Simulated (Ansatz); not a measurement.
# Cl3H5HfNP: the cost of one run

Program: Ansatz 0.2.0. Level of theory: RKS PBE-D4/def2-SVP. These are calculated values, not measurements.

**1. Starting point**

Bond lengths: Hf1–N2 2.560 Å, N2–H3 1.060 Å, N2–H4 1.060 Å, Hf1–Cl5 2.520 Å, Hf1–Cl6 2.518 Å, Hf1–Cl7 2.518 Å, Hf1–P8 2.870 Å, P8–H9 1.420 Å, P8–H10 1.420 Å. Angles (14 of 16 angles, heavy atoms first): N2–Hf1–Cl5 109.5°, N2–Hf1–Cl6 109.5°, N2–Hf1–Cl7 109.5°, N2–Hf1–P8 71.6°, Cl5–Hf1–Cl6 109.5°, Cl5–Hf1–Cl7 109.5°, Cl5–Hf1–P8 67.2°, Cl6–Hf1–Cl7 109.5°, Cl6–Hf1–P8 176.6°, Cl7–Hf1–P8 72.8°, Hf1–N2–H3 120.0°, Hf1–N2–H4 120.0°, Hf1–P8–H9 109.5°, Hf1–P8–H10 109.5°.

Structure file:

```xyz
11

Hf    0.0000    0.0000    0.0000
N     0.0000    0.0000    2.5600
H    -0.8770   -0.2713    3.0900
H     0.8770    0.2713    3.0900
Cl    2.3764    0.0000   -0.8392
Cl   -1.1869    2.0563   -0.8392
Cl   -1.1869   -2.0563   -0.8392
P     1.4979   -2.2747    0.9050
H     0.7017   -3.4444    0.7861
H     2.6682   -2.4171    0.1133
H     0.7719   -1.1722    2.2336
```

**2. A restrained relaxation towards end A**

Springs on the bonds that form and break draw the guess towards this end; the thresholds are loose.

Contents of input.yaml:

```yaml
crystal:
  periodic: [false, false, false]
  atoms:
    - { symbol: Hf, position_ang: [0.0, 0.0, 0.0] }
    - { symbol: "N", position_ang: [0.0, 0.0, 2.56] }
    - { symbol: H, position_ang: [-0.877, -0.2713, 3.09] }
    - { symbol: H, position_ang: [0.877, 0.2713, 3.09] }
    - { symbol: Cl, position_ang: [2.3764, 0.0, -0.8392] }
    - { symbol: Cl, position_ang: [-1.1869, 2.0563, -0.8392] }
    - { symbol: Cl, position_ang: [-1.1869, -2.0563, -0.8392] }
    - { symbol: P, position_ang: [1.4979, -2.2747, 0.905] }
    - { symbol: H, position_ang: [0.7017, -3.4444, 0.7861] }
    - { symbol: H, position_ang: [2.6682, -2.4171, 0.1133] }
    - { symbol: H, position_ang: [0.7719, -1.1722, 2.2336] }
basis:
  gaussian: { orbitals: def2-SVP }
hamiltonian:
  xc: pbe
  dispersion: d4
relax:
  f_tol: 0.15
  max_steps: 25
  restrain:
    - { distance: [0, 7], at: 3.77, k: 30.0 }
    - { distance: [10, 1], at: 2.26, k: 30.0 }
    - { distance: [0, 1], at: 2.21, k: 30.0 }
    - { distance: [10, 7], at: 1.42, k: 30.0 }
```

Started as:

```bash
$ ansatz run input.yaml --threads 4 --pin off --max-ram 5120MiB --backend cpu --events-out ev --progress --plain --runs-dir out
```

Q: Estimate wall time and peak memory on 4 threads of Arm Neoverse V2, shared host.

About 24 s, with a peak of 0.22 GiB.
